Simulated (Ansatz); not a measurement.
# Ge₂H (doublet): wave-function methods side by side, cc-pVTZ

The task here is to estimate one member of a computed series from the others.

Method: cc-pVTZ, core rule «outside noble gas», up to 28 orbitals frozen; program: Ansatz 0.2.0, Gaussian basis.

The runs, in order: UHF; CCSD(T) on ROHF; CCSD(T) on UHF; BCCD(T) on ROHF; CCSDT(Q) on ROHF; CCSDT(Q) on UHF; CASSCF and MRCISD+Q, 9 electrons in 9 orbitals; CASSCF and MRCISD+Q(relaxed), 9 electrons in 9 orbitals; CASSCF and NEVPT2, 9 electrons in 9 orbitals.

3 further runs of the same task are left out: 3 set aside as unsound or not needed.

## The geometry

The geometry is a PBE0/def2-TZVP stationary point (not a proven minimum). No spin-orbit coupling is included. The filled d shell of Ge may be among the frozen orbitals whatever the setting's name suggests; the logs give the count.

3 atoms, charge 0, spin multiplicity 2.

Atoms are counted from 1 here; the program's logs count them from 0.

Bond lengths: Ge1–Ge2 2.365 Å, Ge1–H3 1.787 Å, Ge2–H3 1.787 Å. Angles: Ge2–Ge1–H3 48.6°, Ge1–Ge2–H3 48.6°, Ge1–H3–Ge2 82.9°.

Coordinates:

```
Ge    0.00000   -0.44664    1.18236
Ge    0.00000   -0.44664   -1.18236
H     0.00000    0.89328    0.00000
```

The first run:

Contents of in.yaml:

```yaml
crystal:
  periodic: [false, false, false]
  atoms:
    - {symbol: Ge, position_ang: [0.000000, -0.446640, 1.182358]}
    - {symbol: Ge, position_ang: [0.000000, -0.446640, -1.182358]}
    - {symbol: H, position_ang: [0.000000, 0.893279, 0.000000]}
basis:
  gaussian: {orbitals: cc-pVTZ}
magnetization: {spin_polarized: true, initial_magnetization: 1}
hamiltonian: {xc: hf}
output: {orbitals: {seedname: orbitals}}
```

On the command line:

```sh
> ansatz run in.yaml --threads 1 --pin off --events-out ev --progress --plain --max-ram 4096MiB --backend cpu
```

Steps of the session up to this table: UHF; CCSD(T) on ROHF; CCSD(T) on UHF; BCCD(T) on ROHF; CCSDT(Q) on ROHF; CCSDT(Q) on UHF; CASSCF and MRCISD+Q, 9 electrons in 9 orbitals; CASSCF and MRCISD+Q(relaxed), 9 electrons in 9 orbitals; CASSCF and NEVPT2, 9 electrons in 9 orbitals.

One table of the session follows, with a row left open; its other results are not shown here.

```
                   method  from UCCSDT(Q) (meV)
                     ROHF               +6033.0
                      UHF               +5965.5
                     RMP2               +1102.5
                     UMP2               +1115.2
                    RCCSD                +374.0
                    UCCSD                +369.6
                 RCCSD(T)                 +61.6
                 UCCSD(T)                 +60.6
                  BCCD(T)                     ?
                   RCCSDT                 +24.5
                   UCCSDT                 +22.5
                RCCSDT(Q)                  +2.4
                UCCSDT(Q)                     0
           CASSCF valence               +4088.1
           NEVPT2 valence                +863.4
           MRCISD valence                +342.3
         MRCISD+Q valence                 +20.3
MRCISD+Q(relaxed) valence                  +0.5
```

**Question.** Estimate the row for BCCD(T).

**Answer.** from UCCSDT(Q) (meV): +60.9. In the column «from UCCSDT(Q) (meV)» it lies between UCCSD(T) (+60.6) and RCCSD(T) (+61.6).

Some runs used a GPU and others CPU threads alone; cost is compared among the CPU runs only.

Among the levels timed on like hardware, those that no quicker one beats, quickest first: NEVPT2 valence (16 s, +863.4 meV); BCCD(T) (35 s, +60.9 meV); UCCSD(T) (71 s, +60.6 meV).

Caveats from the session: Of the multireference levels listed MRCISD+Q(relaxed) valence comes nearest in total energy (+0.5 meV), which doesn't show that its space is the better one. Restricted and unrestricted rows rest on different reference determinants; where their highest levels disagree by more than a few hundredths of an eV, they describe different states and don't form one ladder.
